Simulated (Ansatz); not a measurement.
CH₅GeNS, SMILES C[S][Ge][NH2], a rigid scan of one bond length

Computed with Ansatz's Python interface.

The script reads `ch5gens.xyz`:
```text
9

C    -0.19430    1.17990   -1.02490
S     1.25310    1.20350   -0.00940
Ge    1.21840   -1.00640    0.20220
N    -0.19830   -1.52650    1.14770
H    -1.09940    0.80490   -0.48500
H    -0.47300    2.28770   -1.32290
H    -0.05390    0.63200   -1.95570
H    -0.17910   -1.07140    2.08610
H    -0.18500   -2.55010    1.34500
```

The cells in order, each with its output:

In [1]:
```python
import ansatz as az
import matplotlib.pyplot as plt
import numpy as np
```

In [2]:
```python
molecule = az.Crystal.molecule_from_extxyz('ch5gens.xyz')
```

In [3]:
```python
symbols = [site.symbol for site in molecule.cartesian_sites]
start = np.array([site.position_ang for site in molecule.cartesian_sites])
axis = (start[8] - start[3]) / np.linalg.norm(start[8] - start[3])
moving = [8]
lengths, energies = [0.89, 0.96, 1.04, 1.15, 1.3, 1.56, 1.88, 2.29], []
for length in lengths:
    xyz = start.copy()
    xyz[moving] += (length - np.linalg.norm(start[8] - start[3])) * axis
    point = az.Crystal.molecule()
    for symbol, place in zip(symbols, xyz):
        point = point.atom(symbol, place.tolist())
    base = point.calculation()
    base = base.basis(gaussian='def2-SVP').functional('PBE0', dispersion='d4')
    data = base.run(threads=1, pin='off').report
    energies.append(data['free_energy_ev'])
    print(f'r = {length:6.3f} A  E = {energies[-1]:.5f} eV  <S^2> = {abs(data["mean_field"]["state"]["spin_squared"]):.3f}')
```
```text
r =  0.890 A  E = -69935.40240 eV  <S^2> = 0.000
r =  0.960 A  E = -69935.81301 eV  <S^2> = 0.000
r =  1.040 A  E = -69935.89472 eV  <S^2> = 0.000
r =  1.150 A  E = -69935.61294 eV  <S^2> = 0.000
r =  1.300 A  E = -69934.88390 eV  <S^2> = 0.000
r =  1.560 A  E = -69933.41943 eV  <S^2> = 0.000
r =  1.880 A  E = -69931.85493 eV  <S^2> = 0.000
r =  2.290 A  E = -69930.49142 eV  <S^2> = 0.000
```

In [4]:
```python
print('energy above the lowest point (eV):', [round(e - min(energies), 3) for e in energies])
plt.figure(figsize=(4.5, 3))
plt.plot(lengths, np.array(energies) - min(energies), 'o-')
plt.xlabel('bond length (A)')
plt.ylabel('E - E(min) (eV)')
plt.tight_layout()
plt.savefig('scan.png', dpi=100)
```
```text
energy above the lowest point (eV): [0.492, 0.082, 0.0, 0.282, 1.011, 2.475, 4.04, 5.403]
```

What to keep in mind:
- Total energies depend on the basis set; only differences at equal settings carry meaning.
- The rest of the molecule is held rigid at a force-field or estimated start geometry, and the basis set is modest; single-reference methods fail as a bond breaks.
- The orbitals are restricted, so S² is zero by construction.
- Toward dissociation an unrestricted state can lie under the restricted one, by tenths of an eV for polar bonds under a functional and by 1 to 2 eV or more for others.
- Run time: 35 s on 1 thread of Arm Neoverse V1, on a shared host, peak memory 0.32 GiB.
